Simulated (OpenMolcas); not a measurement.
# Mo⁵⁺ among point charges: CASSCF and CASPT2 levels and susceptibility

How does a field of 4 point charges split the states of Mo⁵⁺, and what χT follows?

The numbers are computed with OpenMolcas 26.06 (state-averaged CASSCF and CASPT2, spin-orbit coupling by RASSI with atomic mean-field integrals), except any that are marked as measured or tabulated.

### Step 1. The system

| Item | Value |
| --- | --- |
| Species | Mo⁵⁺ (molybdenum, Z = 42, 37 electrons) |
| Basis | ANO-RCC-VDZP [6s5p3d1f], 43 functions |
| Scalar Hamiltonian | DKH2, point nucleus |
| Inactive shells | 1s 2s 2p 3s 3p 3d 4s 4p |
| Active space | 1 electron in 5 orbitals (4d) |
| Some configurations of this space | 4d |
| Orbitals | optimised for each spin and parity, averaged over all roots |

The outer shells:

4d
```
4d [↑ ][  ][  ][  ][  ]
```

The ion sits among 4 point charges of -2 e arranged as a tetrahedron (Td), 1.94 Å from the ion.

Each step is its own input file, run in one work folder so that later steps find the files of earlier ones. Labels, J, g values, rates, χT and fits are worked out afterwards by a script from the matrices that RASSI stores.

### Step 2. One- and two-electron integrals

Contents of a.inp:

```
&GATEWAY
Coord
1

Mo 0.0 0.0 0.0
Basis=ANO-RCC-VDZP
Group=NoSym
NoMove
AngMom=0.0 0.0 0.0
AMFI
XField
4 Angstrom 0
1.120060 1.120060 1.120060 -2.000000
1.120060 -1.120060 -1.120060 -2.000000
-1.120060 1.120060 -1.120060 -2.000000
-1.120060 -1.120060 1.120060 -2.000000
&SEWARD
```

On the command line:

```sh
OMP_NUM_THREADS=1 MOLCAS_MEM=1689 MOLCAS_PROJECT=a pymolcas a.inp > a.log
```

Standard output:

```text
Basis set label: MO.ANO-RCC...6S5P3D1F.

      Electronic valence basis set:
      ------------------
      Associated Effective Charge  42.000000 au
      Associated Actual Charge     42.000000 au
      Nuclear Model: Point charge

      Shell  nPrim  nBasis  Cartesian Spherical Contaminant
         s      21       6        X
         p      18       5        X
         d      13       3                 X
         f       6       1                 X
                  Relativistic Douglas-Kroll-Hess integrals:
                    - DKH order of Hamiltonian: 2
                    - DKH order of Properties : 0
                  Atomic mean-field integrals
```

### Step 3. CASSCF: doublets, 5 roots

Contents of a.inp:

```
&RASSCF
FileOrb=start.orb
Symmetry=1
Spin=2
nActEl=1 0 0
Inactive=18
Ras2=5
CIRoot=5 5 1
SDav=5
CIMx=300
Iter=120 100
PrWF=0.3
OrbListing=Nothing
MaxOrb=0
>>> COPY $Project.JobIph JOB001
```

start.orb holds the contracted functions of the basis, ordered by shell, or the orbitals of the step before.

Standard output, shortened:

```text
[...]
      Number of active orbitals                  5
[...]
      Spin quantum number                      0.5
[...]
      Active orbitals                            5
[...]
      Number of CSFs                             5
      Number of root(s) required                 5
[...]
      Convergence after  7 iterations
[...]
      Natural orbitals and occupation numbers for root  1
      sym 1:  -0.000000   1.000000   0.000000   0.000000   0.000000
      Natural orbitals and occupation numbers for root  2
      sym 1:  -0.000000  -0.000000  -0.000000   0.000000   1.000000
      Natural orbitals and occupation numbers for root  3
      sym 1:   1.000000  -0.000000   0.000000   0.000000  -0.000000
::    RASSCF root number  1 Total energy:  -4051.46611731
::    RASSCF root number  2 Total energy:  -4051.46611731
::    RASSCF root number  3 Total energy:  -4051.44746118
::    RASSCF root number  4 Total energy:  -4051.44746118
::    RASSCF root number  5 Total energy:  -4051.44746118
```

### Step 4. RASSI: spin-orbit coupling between the states

Contents of a.inp:

```
&RASSI
NrOfJobIphs=1 5
1 2 3 4 5
IphNames
JOB001
EJob
SpinOrbit
DIPRint=1.0
SOCoupling=1000.0
Subsets=2
Property=9
'ANGMOM' 1 'ANGMOM' 2 'ANGMOM' 3 'MLTPL  1' 1 'MLTPL  1' 2 'MLTPL  1' 3
'AMFI' 1 'AMFI' 2 'AMFI' 3
SOProperty=3
'ANGMOM' 1 'ANGMOM' 2 'ANGMOM' 3
```

On the command line:

```sh
OMP_NUM_THREADS=1 MOLCAS_MEM=1689 MOLCAS_PROJECT=a pymolcas a.inp > a.log
```

Standard output, shortened:

```text
SPIN-FREE ENERGIES:
  (Shifted by EMIN (a.u.) =      -4051.4661173062)
 SF State       Relative EMIN(au)   Rel lowest level(eV)    D:o, cm**(-1)      L_eff
     1             0.0000000000        0.0000000000              0.0000         2.0
     2             0.0000000000        0.0000000000              0.0000         2.0
     3             0.0186561295        0.5076591458           4094.5471         2.0
     4             0.0186561295        0.5076591458           4094.5471         2.0
     5             0.0186561295        0.5076591458           4094.5471         2.0
     Dipole printing threshold changed to   1.00000000E+00
[...]
Eigenvalues of complex Hamiltonian:
   -----------------------------------
  (Shifted by EMIN (a.u.) =      -4051.4661173062)
 SO State       Relative EMIN(au)   Rel lowest level(eV)    D:o, cm**(-1)     J-value
     1            -0.0017378787        0.0000000000              0.0000         1.5
     2            -0.0017378787        0.0000000000              0.0000         1.3
     3            -0.0017378787        0.0000000000              0.0000         1.2
     4            -0.0017378787        0.0000000000              0.0000         1.7
     5             0.0181567360        0.5413600443           4366.3632         2.0
     6             0.0181567360        0.5413600443           4366.3632         2.0
     7             0.0181567360        0.5413600443           4366.3632         1.5
     8             0.0181567360        0.5413600443           4366.3632         1.5
     9             0.0231306738        0.6767077872           5458.0164         2.0
    10             0.0231306738        0.6767077872           5458.0164         2.0
Weights of the five most important spin-orbit-free states for each spin-orbit state.
[...]
```

These steps: 1.4 s of run time, 1 thread of Arm Neoverse V2, shared host.

States without spin-orbit coupling:

```tsv
state	degeneracy	E (cm-1)	free-ion L (%)
2E	2	0	D (100)
2T2	3	4095	D (100)
```

With spin-orbit coupling:

| E (cm-1) | Degeneracy | Label | 2S+1 | g |
| --- | --- | --- | --- | --- |
| 0.0 | 4 | Γ8 | 2 |  |
| 4366 | 4 | Γ8 | 2 |  |
| 5458 | 2 | Γ7 | 2 | 1.99 1.99 1.99 |

Principal g values are given for doublets only; a zero marks a field direction without first-order Zeeman splitting.

Powder χT (cm³ K/mol): 0.16 at 2 K, 0.16 at 5 K, 0.16 at 10 K, 0.16 at 20 K, 0.17 at 50 K, 0.17 at 100 K, 0.18 at 150 K, 0.19 at 200 K, 0.20 at 250 K, 0.21 at 300 K.

A ligand-field fit to the states below 45000 cm-1 gives 10Dq = -4095 cm-1, the gap between the two states.

### Step 5. CASPT2: IPEA 0.25, imaginary shift 0.1 (closed shells correlated: 4s 4p)

Contents of a.inp:

```
>>> COPY JOB001 $Project.JobIph
&CASPT2
Multistate=5 1 2 3 4 5
NoMult
Frozen=14
IPEA=0.25
Imaginary=0.1
MaxIter=60
WThr=0.0 0.3 0.05
PrWF=0.5
NoMix
```

Standard output:

```text
Orbital specifications:
      -----------------------

      Symmetry species                           1
                                                 a
      Frozen orbitals                           14
      Inactive orbitals                          4
      Active orbitals                            5
      Secondary orbitals                        20
      Deleted orbitals                           0
      Number of basis functions                 43
Type of calculation                        SS-CASPT2
      Fock operator                              state-specific
      IPEA shift                                 0.25
      Real shift                                 0.00
      Imaginary shift                            0.10
      The input orbitals will be transformed to quasi-canonical
Reference energy:       -4051.4661173062
      E2 (Non-variational):      -0.1664889951
      Shift correction:          -0.0000765909
      E2 (Variational):          -0.1665655859
      Total energy:           -4051.6326828922
      Residual norm:              0.0000001532
      Reference weight:           0.96643
      Contributions to the CASPT2 correlation energy
      Active & Virtual Only:         -0.0000000000
      One Inactive Excited:          -0.0360366985
      Two Inactive Excited:          -0.1304522965
Reference energy:       -4051.4661173062
      E2 (Non-variational):      -0.1664361749
      Shift correction:          -0.0000764714
      E2 (Variational):          -0.1665126463
      Total energy:           -4051.6326299526
      Residual norm:              0.0000001564
      Reference weight:           0.96645
      Contributions to the CASPT2 correlation energy
      Active & Virtual Only:         -0.0000000000
      One Inactive Excited:          -0.0359823672
      Two Inactive Excited:          -0.1304538077
::    CASPT2 Root  1     Total energy:  -4051.63268289
::    CASPT2 Root  2     Total energy:  -4051.63262995
::    CASPT2 Root  3     Total energy:  -4051.61461921
::    CASPT2 Root  4     Total energy:  -4051.61461925
::    CASPT2 Root  5     Total energy:  -4051.61405784
```

Time for this run: 0.52 s (1 thread of Arm Neoverse V2, shared host).

SS-CASPT2: lowest energy less the reference's lowest, -0.1665 hartree; reference weights 0.966.

States without spin-orbit coupling:

```tsv
state	degeneracy	E (cm-1)	free-ion L (%)
2E	2	0	D (100)
2T2	3	4000	D (100)
```

With spin-orbit coupling:

| E (cm-1) | Degeneracy | Label | 2S+1 | g |
| --- | --- | --- | --- | --- |
| 0 | 4 | Γ8 | 2 |  |
| 4290 | 4 | Γ8 | 2 |  |
| 5370 | 2 | Γ7 | 2 | 1.99 1.99 1.99 |

Powder χT (cm³ K/mol): 0.16 at 2 K, 0.16 at 5 K, 0.16 at 10 K, 0.16 at 20 K, 0.16 at 50 K, 0.17 at 100 K, 0.18 at 150 K, 0.19 at 200 K, 0.20 at 250 K, 0.21 at 300 K.

A ligand-field fit to the states below 45000 cm-1 gives 10Dq = -4000 cm-1, the gap between the two states.

### Step 6. The methods side by side

A. CASSCF
B. SS-CASPT2, IPEA 0.25, imaginary shift 0.1 (closed shells correlated: 4s 4p)

```tsv
method	ground state	first state of that spin (cm-1)	first gap with spin-orbit (cm-1)	χT at 300 K
A	2E	2T2 4095	4366.4	0.21
B	2E	2T2 4000	4288.5	0.21
```

### Step 7. What came out

| quantity | value |
| --- | --- |
| method | SS-CASPT2, IPEA 0.25, imaginary shift 0.1 (closed shells correlated: 4s 4p) |
| spin-free ground state | 2E, 2-fold in its orbital part |
| first state of the same spin within the active space | 2T2 at 4000 cm⁻¹ |
| lowest level | 4-fold Γ8 |
| next level | 4288.5 cm⁻¹ |
| χT at 300 K | 0.21 cm³ K/mol |
| effective moment at 300 K | 1.30 μB |

Cost by method:

```tsv
method	time of its own steps	time with the reference
A. CASSCF	1.4 s	1.4 s
B. SS-CASPT2, IPEA 0.25, imaginary shift 0.1, +4s 4p	0.52 s	1.9 s
```

Times are of one thread on a shared host.

**Reading.** The spin-free ground state (2E) comes to 100 % from free-ion D terms and keeps the highest spin of the shell. χT at 300 K is 0.21, against 0.38 cm³ K/mol for the spin alone, so orbital moment lowers it. A ligand-field fit to the states below 45000 cm-1 gives 10Dq = -4000 cm-1, the gap between the two states. CASPT2 does not keep the components of a term degenerate, and the means are used. An orbital doublet at a regular site is open to a Jahn-Teller distortion, which this geometry leaves out. The field of point charges can differ much from that of real complexes. This is an electrostatic model: the charges have no orbitals.
